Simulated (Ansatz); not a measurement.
# F3HHfO: a ladder of functionals and wavefunction methods

The task here is to estimate one member of a computed series from the others.

Program: Ansatz 0.2.0, Gaussian basis. Level of theory: functionals in def2-TZVPP, the program's frozen cores in correlated methods. These are calculated values, not measurements.

Levels to be run: LDA (SPW92), PBE-D4, revPBE-D4, BLYP-D4, r2SCAN-D4, B97M-V, PBE0-D4, B3LYP-D4, r2SCANh-D4, r2SCAN0-D4, HSE06-D4, BHLYP-D4, CAM-B3LYP-D4, LC-ωPBE, ωB97X-V, ωB97M-V, B2PLYP, PBE-QIDH; CCSD(T)/def2-SVP; CCSD(T)/def2-TZVPP; MP2/def2-QZVPP; extrapolation to the limit; RPA on PBE.

### Structure used throughout

All runs share one geometry, relaxed beforehand with PBE0-D4 in a triple-zeta def2 set. Hf takes the def2 core potential; no spin-orbit term is included.

6 atoms, charge 0, spin multiplicity 1.

Atoms are counted from 1 here; the program's logs count them from 0.

Bond lengths: O1–Hf2 1.901 Å, O1–H6 0.951 Å, Hf2–F3 1.906 Å, Hf2–F4 1.906 Å, Hf2–F5 1.906 Å. Angles: Hf2–O1–H6 179.1°, O1–Hf2–F3 110.1°, O1–Hf2–F4 110.0°, O1–Hf2–F5 110.1°, F3–Hf2–F4 108.9°, F3–Hf2–F5 108.8°, F4–Hf2–F5 108.9°.

The first run:

in.yaml reads:

```yaml
crystal:
  periodic: [false, false, false]
  atoms:
    - {symbol: O, position_ang: [-0.995255, 0.580849, 0.833375]}
    - {symbol: Hf, position_ang: [0.329756, -0.202065, -0.282547]}
    - {symbol: F, position_ang: [1.522027, -1.262144, 0.760858]}
    - {symbol: F, position_ang: [-0.494316, -1.312276, -1.595074]}
    - {symbol: F, position_ang: [1.329208, 1.160070, -1.165677]}
    - {symbol: H, position_ang: [-1.649418, 0.971566, 1.402964]}
basis:
  gaussian: {orbitals: def2-TZVPP}
hamiltonian: {xc: lda}
output: {orbitals: {seedname: orbitals}}
```

Steps of the session up to this table: LDA; PBE-D4 (GGA); revPBE-D4 (GGA); BLYP-D4 (GGA); r2SCAN-D4 (meta-GGA); B97M-V (meta-GGA); PBE0-D4 (hybrid); B3LYP-D4 (hybrid); r2SCANh-D4 (hybrid); r2SCAN0-D4 (hybrid); HSE06-D4 (hybrid); BHLYP-D4 (hybrid); CAM-B3LYP-D4 (range-separated); LC-ωPBE-D4 (range-separated; the results give it without D4); ωB97X-V (range-separated); ωB97M-V (range-separated); B2PLYP (double hybrid); PBE-QIDH (double hybrid).

One of the session's tables, all rows but one given; the rest of the session is left out.

It belongs to the step «Orbital energies across the functionals». 

| functional | HOMO (eV) | gap (eV) |
| --- | --- | --- |
| LDA (SPW92) | -8.74 | 7.20 |
| PBE-D4 | -8.46 | 7.16 |
| revPBE-D4 | -8.36 | 7.17 |
| BLYP-D4 | -8.38 | 7.01 |
| r2SCAN-D4 | -8.87 | 8.14 |
| B97M-V | -8.92 | 7.71 |
| PBE0-D4 | -10.24 | 9.64 |
| B3LYP-D4 | -9.97 | 9.00 |
| r2SCANh-D4 | -9.54 | 9.00 |
| r2SCAN0-D4 | -10.54 | 10.29 |
| HSE06-D4 | ? | ? |
| BHLYP-D4 | -11.96 | 11.80 |
| CAM-B3LYP-D4 | -11.79 | 11.79 |
| LC-ωPBE | -13.17 | 14.40 |
| ωB97X-V | -12.79 | 13.84 |
| ωB97M-V | -12.73 | 13.28 |

Q: Estimate the row for HSE06-D4 from the others.

The run gave: HOMO (eV): -9.83; gap (eV): 8.88. In the column «HOMO (eV)» it lies between B3LYP-D4 (-9.97) and r2SCANh-D4 (-9.54).
